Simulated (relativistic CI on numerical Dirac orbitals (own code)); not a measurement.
**Ions with 43 electrons, Eu²⁰⁺ to Tm²⁶⁺: levels along an isoelectronic sequence**

Aim: follow the lowest levels of 43-electron ions as the nuclear charge grows, with one list of configurations.

The numbers are computed with relativistic CI on numerical Dirac orbitals (own code) version 2 (Dirac-Coulomb-Breit CI, KLI orbitals optimised for each configuration, model QED (radiative potential, 1s self-energy scaled to tabulated hydrogen-like ionisation energies)), except any that are marked as measured or tabulated.

## 1. What is computed

| Item | Value |
| --- | --- |
| electrons | 43 |
| ions | Eu²⁰⁺, Gd²¹⁺, Tb²²⁺, Dy²³⁺, Ho²⁴⁺, Er²⁵⁺, Tm²⁶⁺ |
| configurations | [Kr] 4d7; [Kr] 4d5 5s2; [Ar] 3d10 4s2 4p5 4d8; [Kr] 4d6 4f; [Ar] 3d10 4s2 4p4 4d9; [Kr] 4d6 5s; [Ar] 3d10 4s 4p6 4d8 |

## 2. Eu²⁰⁺ (Z = 63)

Input settings:

```ini
atom Eu  Z=63  charge=20  electrons=43
nucleus A=153  rms_radius_fm=5.1115
hamiltonian dirac-coulomb  breit=on  qed=on  c_scale=1
orbitals kli  potential=per-configuration
slater_scale 1
correlation none
mixing on
configurations
  [Kr] 4d7
  [Kr] 4d5 5s2
  [Ar] 3d10 4s2 4p5 4d8
  [Kr] 4d6 4f
  [Ar] 3d10 4s2 4p4 4d9
  [Kr] 4d6 5s
  [Ar] 3d10 4s 4p6 4d8
end
```

## 3. Gd²¹⁺ (Z = 64)

Settings: those of step 2 with these lines changed.

```diff
@@ -1,3 +1,3 @@
-atom Eu  Z=63  charge=20  electrons=43
-nucleus A=153  rms_radius_fm=5.1115
+atom Gd  Z=64  charge=21  electrons=43
+nucleus A=158  rms_radius_fm=5.1569
 hamiltonian dirac-coulomb  breit=on  qed=on  c_scale=1
```

## 4. Tb²²⁺ (Z = 65)

Settings: those of step 3 with these lines changed.

```diff
@@ -1,3 +1,3 @@
-atom Gd  Z=64  charge=21  electrons=43
-nucleus A=158  rms_radius_fm=5.1569
+atom Tb  Z=65  charge=22  electrons=43
+nucleus A=159  rms_radius_fm=5.0600
 hamiltonian dirac-coulomb  breit=on  qed=on  c_scale=1
```

## 5. Dy²³⁺ (Z = 66)

Settings: those of step 4 with these lines changed.

```diff
@@ -1,3 +1,3 @@
-atom Tb  Z=65  charge=22  electrons=43
-nucleus A=159  rms_radius_fm=5.0600
+atom Dy  Z=66  charge=23  electrons=43
+nucleus A=164  rms_radius_fm=5.2218
 hamiltonian dirac-coulomb  breit=on  qed=on  c_scale=1
```

## 6. Ho²⁴⁺ (Z = 67)

Settings: those of step 5 with these lines changed.

```diff
@@ -1,3 +1,3 @@
-atom Dy  Z=66  charge=23  electrons=43
-nucleus A=164  rms_radius_fm=5.2218
+atom Ho  Z=67  charge=24  electrons=43
+nucleus A=165  rms_radius_fm=5.2022
 hamiltonian dirac-coulomb  breit=on  qed=on  c_scale=1
```

## 7. Er²⁵⁺ (Z = 68)

Settings: those of step 6 with these lines changed.

```diff
@@ -1,3 +1,3 @@
-atom Ho  Z=67  charge=24  electrons=43
-nucleus A=165  rms_radius_fm=5.2022
+atom Er  Z=68  charge=25  electrons=43
+nucleus A=166  rms_radius_fm=5.2516
 hamiltonian dirac-coulomb  breit=on  qed=on  c_scale=1
```

## 8. Tm²⁶⁺ (Z = 69)

Settings: those of step 7 with these lines changed.

```diff
@@ -1,3 +1,3 @@
-atom Er  Z=68  charge=25  electrons=43
-nucleus A=166  rms_radius_fm=5.2516
+atom Tm  Z=69  charge=26  electrons=43
+nucleus A=169  rms_radius_fm=5.2256
 hamiltonian dirac-coulomb  breit=on  qed=on  c_scale=1
```

(Steps that only read results are left out.)

Q: Predict the outcome of this session. Wanted: lowest level, first ion; lowest level, last ion; changes of the lowest level; interval 4F7/2 to 4F9/2; mean jj purity of the low levels.

**Answer**, as computed:

| quantity | value |
| --- | --- |
| lowest level, first ion | 4d7 4F9/2 |
| lowest level, last ion | 4d7 [4d5/2^3] J=9/2 |
| changes of the lowest level | none |
| interval 4F7/2 to 4F9/2 | 43640 to 80320 cm⁻¹ |
| mean jj purity of the low levels | 90 to 95 % |

The lowest level keeps its configuration and J throughout; its best label goes from 4d7 4F9/2 to 4d7 [4d5/2^3] J=9/2. The fine-structure interval of 4d7 4F grows as about Z to the power 6.7 over this range, steeper than the fourth power of a bare nucleus, since the screened charge grows faster than Z and higher orders in (Zα)² add to it. Only the listed configurations are in the model, so lower levels can be missing.
